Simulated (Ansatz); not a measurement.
# C2H8AlB: small, medium and large basis sets

How large a basis does C2H8AlB need? Two functionals are run in growing sets.

Program: Ansatz 0.2.0, Gaussian basis. Level of theory: one geometry, several basis sets. These are calculated values, not measurements.

Plan: PBE0-D4/def2-SVP; ωB97M-V/def2-SVP; PBE0-D4/def2-QZVPP; ωB97M-V/def2-QZVPP; the functionals' def2-TZVPP values are taken from earlier runs.

## Step 1: Structure used throughout

All runs share one geometry, relaxed beforehand with PBE0-D4 in a triple-zeta def2 set.

SMILES `C[B](C)[AlH2]`, 12 atoms, charge 0, spin multiplicity 1.

Atoms are counted from 1 here; the program's logs count them from 0.

Bond lengths: C1–B2 1.568 Å, C1–H5 1.092 Å, C1–H6 1.103 Å, C1–H7 1.095 Å, B2–C3 1.568 Å, B2–Al4 2.142 Å, C3–H8 1.103 Å, C3–H9 1.092 Å, C3–H10 1.095 Å, Al4–H11 1.599 Å, Al4–H12 1.599 Å. Angles: B2–C1–H5 116.8°, B2–C1–H6 104.0°, B2–C1–H7 114.0°, H5–C1–H6 105.6°, H5–C1–H7 109.4°, H6–C1–H7 105.9°, C1–B2–C3 117.5°, C1–B2–Al4 121.2°, C3–B2–Al4 121.3°, B2–C3–H8 104.0°, B2–C3–H9 116.8°, B2–C3–H10 114.0°, H8–C3–H9 105.6°, H8–C3–H10 105.9°, H9–C3–H10 109.4°, B2–Al4–H11 122.1°, B2–Al4–H12 122.1°, H11–Al4–H12 115.9°.

Geometry (Å):

```
C     0.09432    1.39525   -0.72870
B     0.02279    0.01575    0.01254
C     0.89784   -0.16029    1.30123
Al   -1.22493   -1.56908   -0.70976
H    -0.09569    1.38646   -1.80423
H    -0.73046    1.97907   -0.28554
H     1.00844    1.96367   -0.52536
H     1.84023   -0.59472    0.92621
H     0.52968   -0.86066    2.05415
H     1.17310    0.78303    1.78544
H    -2.77089   -1.67835   -0.31730
H    -0.66754   -2.71534   -1.67477
```

## Step 2: PBE0-D4 in def2-SVP

in.yaml reads:

```yaml
crystal:
  periodic: [false, false, false]
  atoms:
    - {symbol: C, position_ang: [0.094320, 1.395250, -0.728701]}
    - {symbol: B, position_ang: [0.022795, 0.015752, 0.012539]}
    - {symbol: C, position_ang: [0.897836, -0.160291, 1.301234]}
    - {symbol: Al, position_ang: [-1.224930, -1.569082, -0.709760]}
    - {symbol: H, position_ang: [-0.095685, 1.386460, -1.804228]}
    - {symbol: H, position_ang: [-0.730458, 1.979071, -0.285544]}
    - {symbol: H, position_ang: [1.008444, 1.963673, -0.525361]}
    - {symbol: H, position_ang: [1.840232, -0.594722, 0.926209]}
    - {symbol: H, position_ang: [0.529678, -0.860656, 2.054147]}
    - {symbol: H, position_ang: [1.173097, 0.783033, 1.785436]}
    - {symbol: H, position_ang: [-2.770890, -1.678347, -0.317298]}
    - {symbol: H, position_ang: [-0.667538, -2.715343, -1.674773]}
basis:
  gaussian: {orbitals: def2-SVP}
hamiltonian: {xc: pbe0, dispersion: d4}
output: {orbitals: {seedname: orbitals}}
```

The run is started by

```console
$ ansatz run in.yaml --threads 2 --pin off --events-out ev --progress --plain --max-ram 4352MiB
```

The log of the run:

```text
Functional definition: PBE0
  name "PBE0"
  cite "Adamo & Barone, J. Chem. Phys. 110, 6158 (1999) doi:10.1063/1.478522"
  cite "Perdew, Burke & Ernzerhof, Phys. Rev. Lett. 77, 3865 (1996) doi:10.1103/PhysRevLett.77.3865"
  parent pbe
  parameter a = 0.25
  parameter kappa = 0.804
  parameter beta = 0.06672455060314922
  exchange = (1 - a)*pbe_x(kappa = kappa, mu = beta*pi^2/3) + a*exact_x
  correlation = pbe_c(beta = beta)
1160 factors; their error is unknown
mean field evaluation 1: about -9458.2028 eV, gradient 5.4e1 eV
mean field evaluation 2: about -9455.8942 eV, gradient 6.0e1 eV
mean field evaluation 4: about -9465.6615 eV, gradient 1.5e0 eV
mean field evaluation 8: about -9465.6685 eV, gradient 5.4e-2 eV
mean field evaluation 16: about -9465.7670 eV, gradient 7.3e-5 eV
mean field -9465.76696101 eV, -347.8605196897 hartree, gradient 7.3e-5 eV, S^2 0.000000; 0 other end points of the search recorded, 0 dependent functions left out
reference -9465.76699329 eV, -347.8605208760 hartree; 19, 19 occupied and 81, 81 virtual orbitals, 1160 factors
Total energy: -9465.93801276 eV, -347.8668057258 hartree
```

It took 1.6 s on 2 threads of Arm Neoverse V1, shared host.

## Step 3: ωB97M-V in def2-SVP

Edit in.yaml of step 2 so:

```diff
@@ -17,3 +17,3 @@
   gaussian: {orbitals: def2-SVP}
-hamiltonian: {xc: pbe0, dispersion: d4}
+hamiltonian: {xc: {name: wB97M-V}}
 output: {orbitals: {seedname: orbitals}}
```

Launched as before.

The log of the run, shortened:

```text
Functional definition: wB97M-V
  name "wB97M-V"
  cite "Mardirossian & Head-Gordon, J. Chem. Phys. 144, 214110 (2016) doi:10.1063/1.4952647"
  cite "Becke, J. Chem. Phys. 107, 8554 (1997) doi:10.1063/1.475007"
  cite "Vydrov & Van Voorhis, J. Chem. Phys. 133, 244103 (2010) doi:10.1063/1.3521275"
  # Of w^i u^j: cxij and so on, Table III.
[...]
  gx(w, u) = 1 - cx + cx01*u + cx10*w
  gss(w, u) = css00 + css04*u^4 + css10*w + css20*w^2 + css43*w^4*u^3
  gos(w, u) = cos00 + cos10*w + (cos20 + cos21*u)*w^2 + (cos60 + cos61*u)*w^6
[...]
      + integral(e_c_pw_mod_opposite_spin*gos(b97_w_opposite, b97_u_opposite)) + vv10(b, c)
1141 factors; their error is unknown
331 factors; integrals over basis functions are off by at most 1.1e-5 eV
[...]
mean field -9469.97942032 eV, -348.0153247143 hartree, gradient 3.7e-5 eV, S^2 0.000000; 0 other end points of the search recorded, 0 dependent functions left out
reference -9469.97947303 eV, -348.0153266511 hartree; 19, 19 occupied and 81, 81 virtual orbitals, 1141 factors
Total energy: -9469.97947303 eV, -348.0153266511 hartree
```

Run time: 7 s. Hardware: 2 threads of Arm Neoverse V1, shared host.

## Step 4: PBE0-D4 in def2-QZVPP

Edit in.yaml of step 3 so:

```diff
@@ -16,4 +16,4 @@
 basis:
-  gaussian: {orbitals: def2-SVP}
-hamiltonian: {xc: {name: wB97M-V}}
+  gaussian: {orbitals: "def2-QZVPP.json"}
+hamiltonian: {xc: pbe0, dispersion: d4}
 output: {orbitals: {seedname: orbitals}}
```

The command is unchanged.

The log of the run:

```text
Functional definition: PBE0
  name "PBE0"
  cite "Adamo & Barone, J. Chem. Phys. 110, 6158 (1999) doi:10.1063/1.478522"
  cite "Perdew, Burke & Ernzerhof, Phys. Rev. Lett. 77, 3865 (1996) doi:10.1103/PhysRevLett.77.3865"
  parent pbe
  parameter a = 0.25
  parameter kappa = 0.804
  parameter beta = 0.06672455060314922
  exchange = (1 - a)*pbe_x(kappa = kappa, mu = beta*pi^2/3) + a*exact_x
  correlation = pbe_c(beta = beta)
1456 factors; their error is unknown
mean field evaluation 1: about -9460.5650 eV, gradient 6.8e1 eV
mean field evaluation 2: about -9454.3800 eV, gradient 7.9e1 eV
mean field evaluation 4: about -9471.4902 eV, gradient 3.3e0 eV
mean field evaluation 8: about -9471.5202 eV, gradient 1.8e-2 eV
mean field evaluation 16: about -9471.5230 eV, gradient 7.9e-5 eV
mean field -9471.52298023 eV, -348.0720494947 hartree, gradient 7.9e-5 eV, S^2 0.000000; 0 other end points of the search recorded, 0 dependent functions left out
reference -9471.52303085 eV, -348.0720513550 hartree; 19, 19 occupied and 462, 462 virtual orbitals, 1456 factors
Total energy: -9471.69405033 eV, -348.0783362049 hartree
```

Wall time 13 s (2 threads of Arm Neoverse V1, shared host); peak memory 1.4 GiB.

## Step 5: ωB97M-V in def2-QZVPP

Edit in.yaml of step 4 so:

```diff
@@ -17,3 +17,3 @@
   gaussian: {orbitals: "def2-QZVPP.json"}
-hamiltonian: {xc: pbe0, dispersion: d4}
+hamiltonian: {xc: {name: wB97M-V}}
 output: {orbitals: {seedname: orbitals}}
```

The command is unchanged.

The log of the run, shortened:

```text
Functional definition: wB97M-V
  name "wB97M-V"
  cite "Mardirossian & Head-Gordon, J. Chem. Phys. 144, 214110 (2016) doi:10.1063/1.4952647"
  cite "Becke, J. Chem. Phys. 107, 8554 (1997) doi:10.1063/1.475007"
  cite "Vydrov & Van Voorhis, J. Chem. Phys. 133, 244103 (2010) doi:10.1063/1.3521275"
  # Of w^i u^j: cxij and so on, Table III.
[...]
  gx(w, u) = 1 - cx + cx01*u + cx10*w
  gss(w, u) = css00 + css04*u^4 + css10*w + css20*w^2 + css43*w^4*u^3
  gos(w, u) = cos00 + cos10*w + (cos20 + cos21*u)*w^2 + (cos60 + cos61*u)*w^6
[...]
      + integral(e_c_pw_mod_opposite_spin*gos(b97_w_opposite, b97_u_opposite)) + vv10(b, c)
1413 factors; their error is unknown
438 factors; integrals over basis functions are off by at most 1.4e-5 eV
[...]
mean field -9475.96274018 eV, -348.2352076632 hartree, gradient 3.5e-5 eV, S^2 0.000000; 0 other end points of the search recorded, 0 dependent functions left out
reference -9475.96282217 eV, -348.2352106766 hartree; 19, 19 occupied and 462, 462 virtual orbitals, 1413 factors
Total energy: -9475.96282217 eV, -348.2352106766 hartree
```

It took 31 s on 2 threads of Arm Neoverse V1, shared host; peak memory 1.7 GiB.

## Step 6: Functionals by basis

The def2-TZVPP values come from earlier runs at the same geometry.

| functional | basis | functions | energy (eV) | from the largest (eV) | HOMO (eV) | LUMO (eV) |
| --- | --- | --- | --- | --- | --- | --- |
| PBE0-D4 | def2-SVP | 100 | -9465.9380 | 5.756 | -6.71 | -1.36 |
| PBE0-D4 | def2-TZVPP | 247 | -9471.3180 | 0.376 | -6.74 | -1.41 |
| PBE0-D4 | def2-QZVPP | 481 | -9471.6941 | 0.000 | -6.74 | -1.44 |
| ωB97M-V | def2-SVP | 100 | -9469.9795 | 5.983 | -8.79 | 0.30 |
| ωB97M-V | def2-TZVPP | 247 | -9475.5925 | 0.370 | -8.84 | 0.15 |
| ωB97M-V | def2-QZVPP | 481 | -9475.9628 | 0.000 | -8.85 | -0.02 |

## Step 7: Results

| quantity | value |
| --- | --- |
| PBE0-D4: double and triple zeta above quadruple | 5.76, 0.38 eV |
| ωB97M-V: double and triple zeta above quadruple | 5.98, 0.37 eV |

**Reading.** For PBE0-D4 the step from double to triple zeta gains 5.38 eV and the next only 0.38 eV. Total energies overstate the basis error of differences, where much of it tends to cancel.

For PBE0-D4 the largest set took about 8 times as long as the smallest (13 s against 1.6 s).
